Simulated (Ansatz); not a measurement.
# GdZn: how the settings move a single-point run

How sensitive is a single-point run of GdZn to its settings? A reference run comes first, then one run with altered input.

Computed with Ansatz 0.2.0 (reference: DFT, LDA, PAW with Ansatz's default frozen-core files, scalar-relativistic, unless a step's input says otherwise).

## 1. Starting point

It takes space group Pm-3m (No. 221, cubic). Conventional cell: a = 3.618 Å, b = 3.618 Å, c = 3.618 Å, α = 90.00°, β = 90.00°, γ = 90.00°. Around Gd (site symmetry m-3m) lie 8 Zn at 3.13 Å. Around Zn (site symmetry m-3m) lie 8 Gd at 3.13 Å.

Structure file:

```cif
data_structure
_symmetry_space_group_name_H-M 'P 1'
_symmetry_Int_Tables_number 1
_cell_length_a 5.1166
_cell_length_b 5.1166
_cell_length_c 5.1166
_cell_angle_alpha 90.000
_cell_angle_beta 60.000
_cell_angle_gamma 60.000
_cell_volume 94.72
loop_
_atom_site_label
_atom_site_type_symbol
_atom_site_fract_x
_atom_site_fract_y
_atom_site_fract_z
_atom_site_occupancy
Gd1 Gd 0.00000 0.00000 0.00000 1
Gd2 Gd 0.00000 0.50000 0.50000 1
Zn1 Zn 0.50000 0.25000 0.75000 1
Zn2 Zn 0.50000 0.75000 0.25000 1
```

## 2. The reference run

input.yaml reads:

```yaml
crystal:
  lattice:
    - [3.618, 3.618, 0.0]
    - [3.618, 0.0, 3.618]
    - [3.618, 0.0, -3.618]
  atoms:
    - { symbol: Gd, position: [0.0, 0.0, 0.0], spin: 7.0 }
    - { symbol: Gd, position: [0.0, 0.5, 0.5], spin: 7.0 }
    - { symbol: Zn, position: [0.5, 0.25, 0.75] }
    - { symbol: Zn, position: [0.5, 0.75, 0.25] }
magnetization:
  spin_polarized: true
kpoints:
  mp_grid: { grid: [10, 10, 10] }
scf:
  occupations: { method: fermi_dirac, width: 0.05 }
hamiltonian:
  xc: lda
  pseudopotentials: { kind: paw }
output:
  forces: true
  stress: true
  eigenvalues: true
  populations: true
```

Started as:

```console
> ansatz run input.yaml --threads 2 --pin off --max-ram 6144MiB --backend cpu --events-out ev --progress --plain --runs-dir out
```

## 3. Variant: mp_grid.grid [15, 15, 15], hubbard.sites [{species: Gd, l: f, u_eff: 5.0}], hubbard.double_counting fll

input.yaml: that of step 2 with these lines changed.

```diff
@@ -13,3 +13,3 @@
 kpoints:
-  mp_grid: { grid: [10, 10, 10] }
+  mp_grid: { grid: [15, 15, 15] }
 scf:
@@ -19,2 +19,3 @@
   pseudopotentials: { kind: paw }
+  hubbard: { sites: [{ species: Gd, l: f, u_eff: 5.0 }], double_counting: fll }
 output:
```

Before running it: what results should come out? Wanted: for each run, ending; energy change; pressure; abs. moment; force.

**Answer**, as computed:

```csv
run,ending,energy change,pressure (GPa),abs. moment (μB),force (eV/Å),cycles,time
reference,converged,0,-6.0,14.74,0.00,11,16 s
"1: mp_grid.grid [15, 15, 15], hubbard.sites [{species: Gd, l: f, u_eff: 5.0}], hubbard.double_counting fll",converged,+76.4 meV/atom (U changed: no physical gain or loss),-6.0,15.31,0.00,11,28 s
```

Residual by cycle in the longest SCF loop of each run; runs are numbered as in the table. The quantity is the density residual dr2, in eV.

```csv
cycle,reference,run 1
1,1.69,2.18
2,0.448,0.827
3,0.222,0.467
4,0.0339,0.0244
5,0.00421,0.00569
6,4.5e-4,0.00133
7,1.4e-4,9.3e-5
8,1.4e-5,1.5e-5
9,6.4e-7,1.4e-6
10,3.0e-8,2.1e-8
11,3.3e-8,2.1e-10
```

Changing the k-point mesh and Hubbard U moves the energy by +76.4 meV/atom, and the absolute moment goes from 14.74 to 15.31 μB. The U term adds an energy of its own, so the shift says nothing about which run is better. Cost: 28 s against 16 s. A changed U is a change of model: its shifts are not errors of convergence.
